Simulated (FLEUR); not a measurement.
# Al3Pd (Pm-3m) in FLEUR: notebook

Runs on Al3Pd. Level: LDA. Tasks: band structure, equation of state.

All numbers are computed with FLEUR MaX-R8.1 (later development tree); they aren't measurements. Logs are shortened: lines on timing, memory, paths and dates and some standing lists are left out, and cuts for length are marked.

## Step 1: Starting point

Symmetry: Pm-3m, No. 221, cubic system. The conventional cell has a = 3.947 Å, b = 3.947 Å, c = 3.947 Å, α = 90.00°, β = 90.00°, γ = 90.00°. Pd (site symmetry m-3m) has 12 Al at 2.79 Å as nearest neighbours. Around Al (site symmetry 4/mmm) lie 4 Pd at 2.79 Å and 8 Al at 2.79 Å.

The cell comes from a database or a generator and needn't be the stable form of this composition.

## Step 2: Band structure, LDA

The input, inp.xml:

```xml
<?xml version="1.0" encoding="UTF-8" standalone="no"?>
<fleurInput fleurInputVersion="0.39">
   <comment>
      Al3Pd                                                                                               
   </comment>
   <calculationSetup>
      <cutoffs Kmax="4.69" Gmax="14.5" GmaxXC="14.5" numbands="0"/>
      <scfLoop itmax="60" minDistance="0.00001" maxIterBroyd="15" imix="Anderson" alpha="0.05" precondParam="0.0" spinf="2.0" sdNocoIR="T"/>
      <coreElectrons ctail="T" frcor="F" kcrel="0" coretail_lmax="0"/>
      <xcFunctional name="vwn" relativisticCorrections="F"/>
      <magnetism jspins="1"/>
      <soc l_soc="F" theta="0.0" phi="0.0" spav="F"/>
      <expertModes spex="0" secvar="F"/>
      <geometryOptimization l_f="F" forcealpha="1.0" forcemix="BFGS" epsdisp="0.00001" epsforce="0.00001"/>
      <ldaU l_linMix="F" mixParam="0.05" spinf="1.0"/>
   </calculationSetup>
   <cell>
      <bzIntegration valenceElectrons="51.0" mode="hist" fermiSmearingEnergy="0.00183747">
         <kPointListSelection listName="default-1"/>
         <!-- k-points included here -->
         <xi:include xmlns:xi="http://www.w3.org/2001/XInclude" href="kpts.xml"> </xi:include>
      </bzIntegration>
      <!-- symmetry operations included here -->
      <xi:include xmlns:xi="http://www.w3.org/2001/XInclude" href="sym.xml"> </xi:include>
[... 36 lines left out ...]
         <lo type="SCLO" l="0" n="2" eDeriv="0"/>
         <lo type="SCLO" l="1" n="2" eDeriv="0"/>
         <lo type="SCLO" l="2" n="3" eDeriv="2"/>
         <lo type="SCLO" l="3" n="4" eDeriv="2"/>
      </species>
   </atomSpecies>
   <atomGroups>
      <atomGroup species="Palladium (Pd)">
         <relPos label="                   1">.0000000000 .0000000000 .0000000000</relPos>
         <force calculate="T" relaxXYZ="TTT"/>
      </atomGroup>
      <atomGroup species="Aluminum (Al)">
         <relPos label="                   2">1.000/2.000 1.000/2.000 .0000000000</relPos>
         <relPos label="                   3">1.000/2.000 .0000000000 1.000/2.000</relPos>
         <relPos label="                   4">.0000000000 1.000/2.000 1.000/2.000</relPos>
         <force calculate="T" relaxXYZ="TTT"/>
      </atomGroup>
   </atomGroups>
   <output dos="F" band="F" slice="F">
      <checks vchk="F" cdinf="F"/>
      <bandDOS minEnergy="-.5*Htr" maxEnergy="0.5*Htr" sigma="0.015" storeEVData="T"/>
      <vacuumDOS vacdos="F" integ="F" star="F" nstars="0" locx1="0.0" locy1="0.0" locx2="0.0" locy2="0.0" nstm="0" tworkf="0.0"/>
      <unfoldingBand unfoldBand="F" supercellX="1" supercellY="1" supercellZ="1"/>
      <plotting iplot="0" polar="F">
         <plot TwoD="T" vec1="  1.0  0.0  0.0" vec2="  0.0  1.0  0.0" vec3="  0.0  0.0  1.0" zero="  0.0  0.0  0.0" file="plot"/>
      </plotting>
      <chargeDensitySlicing numkpt="0" minEigenval="0.0" maxEigenval="0.0" nnne="0" pallst="F"/>
      <specialOutput eonly="F"/>
      <moessbauerParams electricFieldGradient="T" isomerShift="T" coreHyperfine="T" valenceHyperfine="T"/>
      <magneticCircularDichroism mcd="F" energyLo="-10.0" energyUp="0.0"/>
   </output>
  <!-- We include the file relax.xml here to enable relaxations (see documentation) -->
  <xi:include xmlns:xi="http://www.w3.org/2001/XInclude" href="relax.xml"> <xi:fallback/> </xi:include>
</fleurInput>
```

The input, crystal.txt:

```
Al3Pd
&input cartesian=F /
3.9469100000  0.0000000000  0.0000000000
0.0000000000  3.9469100000  0.0000000000
0.0000000000  0.0000000000  3.9469100000
1.8897261246
1.0 1.0 1.0

4
46 0.0000000000  0.0000000000  0.0000000000
13 0.5000000000  0.5000000000  0.0000000000
13 0.5000000000  0.0000000000  0.5000000000
13 0.0000000000  0.5000000000  0.5000000000

&kpt div1=7 div2=7 div3=7 gamma=T /
```

The input, inp.xml (bands):

```
<?xml version="1.0" encoding="UTF-8" standalone="no"?>
<fleurInput fleurInputVersion="0.39">
   <comment>
      Al3Pd                                                                                               
   </comment>
   <calculationSetup>
      <cutoffs Kmax="4.69" Gmax="14.5" GmaxXC="14.5" numbands="0"/>
      <scfLoop itmax="60" minDistance="0.00001" maxIterBroyd="15" imix="Anderson" alpha="0.05" precondParam="0.0" spinf="2.0" sdNocoIR="T"/>
      <coreElectrons ctail="T" frcor="F" kcrel="0" coretail_lmax="0"/>
      <xcFunctional name="vwn" relativisticCorrections="F"/>
      <magnetism jspins="1"/>
      <soc l_soc="F" theta="0.0" phi="0.0" spav="F"/>
      <expertModes spex="0" secvar="F"/>
      <geometryOptimization l_f="F" forcealpha="1.0" forcemix="BFGS" epsdisp="0.00001" epsforce="0.00001"/>
      <ldaU l_linMix="F" mixParam="0.05" spinf="1.0"/>
   </calculationSetup>
   <cell>
      <bzIntegration valenceElectrons="51.0" mode="hist" fermiSmearingEnergy="0.00183747">
         <kPointListSelection listName="path-1"/>
         <!-- k-points included here -->
         <xi:include xmlns:xi="http://www.w3.org/2001/XInclude" href="kpts.xml"> </xi:include>
      </bzIntegration>
      <!-- symmetry operations included here -->
      <xi:include xmlns:xi="http://www.w3.org/2001/XInclude" href="sym.xml"> </xi:include>
      <bulkLattice scale="1.0">
         <bravaisMatrix>
[... 34 lines left out ...]
         <lo type="SCLO" l="0" n="2" eDeriv="0"/>
         <lo type="SCLO" l="1" n="2" eDeriv="0"/>
         <lo type="SCLO" l="2" n="3" eDeriv="2"/>
         <lo type="SCLO" l="3" n="4" eDeriv="2"/>
      </species>
   </atomSpecies>
   <atomGroups>
      <atomGroup species="Palladium (Pd)">
         <relPos label="                   1">.0000000000 .0000000000 .0000000000</relPos>
         <force calculate="T" relaxXYZ="TTT"/>
      </atomGroup>
      <atomGroup species="Aluminum (Al)">
         <relPos label="                   2">1.000/2.000 1.000/2.000 .0000000000</relPos>
         <relPos label="                   3">1.000/2.000 .0000000000 1.000/2.000</relPos>
         <relPos label="                   4">.0000000000 1.000/2.000 1.000/2.000</relPos>
         <force calculate="T" relaxXYZ="TTT"/>
      </atomGroup>
   </atomGroups>
   <output dos="F" band="T" slice="F">
      <checks vchk="F" cdinf="F"/>
      <bandDOS minEnergy="-.5*Htr" maxEnergy="0.5*Htr" sigma="0.015" storeEVData="T"/>
      <vacuumDOS vacdos="F" integ="F" star="F" nstars="0" locx1="0.0" locy1="0.0" locx2="0.0" locy2="0.0" nstm="0" tworkf="0.0"/>
      <unfoldingBand unfoldBand="F" supercellX="1" supercellY="1" supercellZ="1"/>
      <plotting iplot="0" polar="F">
         <plot TwoD="T" vec1="  1.0  0.0  0.0" vec2="  0.0  1.0  0.0" vec3="  0.0  0.0  1.0" zero="  0.0  0.0  0.0" file="plot"/>
      </plotting>
      <chargeDensitySlicing numkpt="0" minEigenval="0.0" maxEigenval="0.0" nnne="0" pallst="F"/>
      <specialOutput eonly="F"/>
      <moessbauerParams electricFieldGradient="T" isomerShift="T" coreHyperfine="T" valenceHyperfine="T"/>
      <magneticCircularDichroism mcd="F" energyLo="-10.0" energyUp="0.0"/>
   </output>
  <!-- We include the file relax.xml here to enable relaxations (see documentation) -->
  <xi:include xmlns:xi="http://www.w3.org/2001/XInclude" href="relax.xml"> <xi:fallback/> </xi:include>
</fleurInput>
```

Potentials or basis: all-electron, FLAPW.

Launch:

```sh
$ inpgen -f crystal.txt -profile fastHighL
$ # inp.xml edited to the form shown
$ fleur_MPI
$ fleur_MPI   # second run, on inp.xml (bands)
```

Output:

```text
Welcome to FLEUR        (www.flapw.de)
      MaX-Release 8.1          (www.max-centre.eu)

 ========== k-point set info ==========
 Selected k-point list: default-1
 k-point list type: mesh
 7 x 7 x 7
 Number of k points: 20

 ------------Calculation Setup---------------------------
 Number of MPI-tasks      :            1
 Number of PE/node        :            1
 Number of OMP-threads    :            1
 Most efficient MPI parallelization for:
           1           2           4           5          10          20
 Additional eigenvalue parallelization possible
 Number of basis functions:          879
 Approximate size of matrices (H+S) per k-point:         0.012 GB
 --------------------------------------------------------
 Iteration:     1   Distance:      10.31773286 me/bohr^3
 Iteration:     2   Distance:       7.94619262 me/bohr^3
 Iteration:     3   Distance:       3.75947982 me/bohr^3
 Iteration:     4   Distance:       3.84496396 me/bohr^3
 Iteration:     5   Distance:       1.44621819 me/bohr^3
 Iteration:     6   Distance:       0.24639982 me/bohr^3
 Iteration:     7   Distance:       0.20181967 me/bohr^3
 Iteration:     8   Distance:       0.03059306 me/bohr^3
 Iteration:     9   Distance:       0.12498282 me/bohr^3
 Iteration:    10   Distance:       0.01692325 me/bohr^3
 Iteration:    11   Distance:       0.00764893 me/bohr^3
 Iteration:    12   Distance:       0.00037795 me/bohr^3
 Iteration:    13   Distance:       0.00038023 me/bohr^3
 Iteration:    14   Distance:       0.00028950 me/bohr^3
 Iteration:    15   Distance:       0.00001090 me/bohr^3
 Iteration:    16   Distance:       0.00000837 me/bohr^3

 ********************************************************************
 Run finished successfully
 Stop message:
   all done
 ********************************************************************
```

Run time: 1.7 min. Hardware: 1 thread of Arm Neoverse V2, shared host; peak memory 0.08 GiB.

What came out:

```
Free energy                                           : -156960.2022 eV
Band gap along the path                               : none (metal or under the smearing width)
Valence electrons inside the program's atomic spheres : Pd 17.48; Al 9.04 (radii Pd 2.66, Al 2.09 bohr)
```

Levels at the corners of the path, in eV from the Fermi level:
| point | band 22 | band 23 | band 24 | band 25 | band 26 | band 27 | band 28 | band 29 |
| --- | --- | --- | --- | --- | --- | --- | --- | --- |
| Γ | -3.72 | -2.32 | -2.32 | -2.32 | 0.05 | 1.71 | 1.71 | 5.73 |
| X | -3.64 | -3.17 | 0.50 | 0.50 | 0.91 | 1.13 | 1.13 | 1.26 |
| M | -4.24 | -3.21 | -2.84 | -2.55 | 1.09 | 3.51 | 3.51 | 4.01 |
| Γ | -3.72 | -2.32 | -2.32 | -2.32 | 0.05 | 1.71 | 1.71 | 5.73 |
| R | -3.72 | -3.72 | -3.19 | -3.19 | -1.35 | -0.71 | -0.71 | -0.71 |
| X | -3.64 | -3.17 | 0.50 | 0.50 | 0.91 | 1.13 | 1.13 | 1.26 |
| M | -4.24 | -3.21 | -2.84 | -2.55 | 1.09 | 3.51 | 3.51 | 4.01 |
| R | -3.72 | -3.72 | -3.19 | -3.19 | -1.35 | -0.71 | -0.71 | -0.71 |

Core levels (eV from the Fermi level):
```csv
atom,levels
1 Pd,"1s1/2 -24122.1, 2s1/2 -3522.0, 2p1/2 -3268.9, 2p3/2 -3109.8, 3s1/2 -634.5, 3p1/2 -534.5, 3p3/2 -506.7, 3d3/2 -329.0, 3d5/2 -323.5"
2 Al,1s1/2 -1499.5
3 Al,1s1/2 -1499.5
4 Al,1s1/2 -1499.5
```

## Step 3: Equation of state, LDA, 14.45 Å³/atom (volume scaled by 0.94)

Changes to inp.xml since step 2:

```diff
@@ -6,3 +6,3 @@
    <calculationSetup>
-      <cutoffs Kmax="4.69" Gmax="14.5" GmaxXC="14.5" numbands="0"/>
+      <cutoffs Kmax="4.83" Gmax="15.0" GmaxXC="15.0" numbands="0"/>
       <scfLoop itmax="60" minDistance="0.00001" maxIterBroyd="15" imix="Anderson" alpha="0.05" precondParam="0.0" spinf="2.0" sdNocoIR="T"/>
@@ -24,3 +24,3 @@
       <xi:include xmlns:xi="http://www.w3.org/2001/XInclude" href="sym.xml"> </xi:include>
-      <bulkLattice scale="1.0">
+      <bulkLattice scale="0.9795861087">
          <bravaisMatrix>
@@ -51,3 +51,3 @@
       <species name="Aluminum (Al)" element="Al" atomicNumber="13">
-         <mtSphere radius="2.09" gridPoints="691" logIncrement="0.016"/>
+         <mtSphere radius="2.03" gridPoints="691" logIncrement="0.016"/>
          <atomicCutoffs lmax="8" lnonsphr="8"/>
```

Potentials or basis: all-electron, FLAPW.

Launch:

```sh
$ inpgen -f crystal.txt -profile fastHighL
$ # inp.xml edited to the form shown
$ fleur_MPI
```

Run time: 93 s. Hardware: 1 thread of Arm Neoverse V2, shared host; peak memory 0.09 GiB.

It converged, with:

```yaml
Free_energy: -156960.2366 eV
Band_gap_on_the_k_mesh: none (metal or under the smearing width)
Valence_electrons_inside_the_program's_atomic_spheres: Pd 17.60; Al 8.98 (radii Pd 2.66, Al 2.03 bohr)
```

## Step 4: Equation of state, LDA, 14.76 Å³/atom (volume scaled by 0.96)

Changes to inp.xml since step 3:

```diff
@@ -24,3 +24,3 @@
       <xi:include xmlns:xi="http://www.w3.org/2001/XInclude" href="sym.xml"> </xi:include>
-      <bulkLattice scale="0.9795861087">
+      <bulkLattice scale="0.9864848297">
          <bravaisMatrix>
```

Launch:

```sh
$ inpgen -f crystal.txt -profile fastHighL
$ # inp.xml edited to the form shown
$ fleur_MPI
```

Wall time 98 s (1 thread of Arm Neoverse V2, shared host); peak memory 0.09 GiB.

It converged, with:

* Free energy: -156960.2439 eV
* Band gap on the k mesh: none (metal or under the smearing width)
* Valence electrons inside the program's atomic spheres: Pd 17.56; Al 8.97 (radii Pd 2.66, Al 2.03 bohr)

## Step 5: Equation of state, LDA, 15.37 Å³/atom

Changes to inp.xml since step 4:

```diff
@@ -24,3 +24,3 @@
       <xi:include xmlns:xi="http://www.w3.org/2001/XInclude" href="sym.xml"> </xi:include>
-      <bulkLattice scale="0.9864848297">
+      <bulkLattice scale="1.0000000000">
          <bravaisMatrix>
```

Launch:

```sh
$ inpgen -f crystal.txt -profile fastHighL
$ # inp.xml edited to the form shown
$ fleur_MPI
```

Run time: 1.7 min. Hardware: 1 thread of Arm Neoverse V2, shared host; peak memory 0.09 GiB.

Results (log left out):

```yaml
Free_energy: -156960.2021 eV
Band_gap_on_the_k_mesh: none (metal or under the smearing width)
Valence_electrons_inside_the_program's_atomic_spheres: Pd 17.48; Al 8.94 (radii Pd 2.66, Al 2.03 bohr)
```

## Step 6: Equation of state, LDA, 15.99 Å³/atom (volume scaled by 1.04)

Changes to inp.xml since step 5:

```diff
@@ -24,3 +24,3 @@
       <xi:include xmlns:xi="http://www.w3.org/2001/XInclude" href="sym.xml"> </xi:include>
-      <bulkLattice scale="1.0000000000">
+      <bulkLattice scale="1.0131594038">
          <bravaisMatrix>
```

Potentials or basis: all-electron, FLAPW.

Launch:

```sh
$ inpgen -f crystal.txt -profile fastHighL
$ # inp.xml edited to the form shown
$ fleur_MPI
```

It took 1.8 min on 1 thread of Arm Neoverse V2, shared host; peak memory 0.09 GiB.

It converged, with:

* Free energy: -156960.0982 eV
* Band gap on the k mesh: none (metal or under the smearing width)
* Valence electrons inside the program's atomic spheres: Pd 17.42; Al 8.92 (radii Pd 2.66, Al 2.03 bohr)

## Step 7: Equation of state, LDA, 16.29 Å³/atom (volume scaled by 1.06)

Changes to inp.xml since step 6:

```diff
@@ -24,3 +24,3 @@
       <xi:include xmlns:xi="http://www.w3.org/2001/XInclude" href="sym.xml"> </xi:include>
-      <bulkLattice scale="1.0131594038">
+      <bulkLattice scale="1.0196128224">
          <bravaisMatrix>
```

Launch:

```sh
$ inpgen -f crystal.txt -profile fastHighL
$ # inp.xml edited to the form shown
$ fleur_MPI
```

It took 2.3 min on 1 thread of Arm Neoverse V2, shared host; peak memory 0.09 GiB.

It converged, with:

| Property | Result |
| --- | --- |
| Free energy | -156960.0271 eV |
| Band gap on the k mesh | none (metal or under the smearing width) |
| Valence electrons inside the program's atomic spheres | Pd 17.39; Al 8.91 (radii Pd 2.66, Al 2.03 bohr) |

## Step 8: Equation of state, LDA

This step only gathers the single runs of the series.

Results:

```yaml
Equilibrium_volume: 14.71 Å³/atom
Bulk_modulus: 124 GPa
Pressure_derivative_of_the_bulk_modulus: "4.6 (rough: it moves with the points fitted)"
```

Energy against volume, from the lowest point:
| volume (Å³/atom) | energy (meV/atom) |
| --- | --- |
| 14.449 | 1.83 |
| 14.756 | 0.00 |
| 15.371 | 10.46 |
| 15.986 | 36.44 |
| 16.294 | 54.20 |
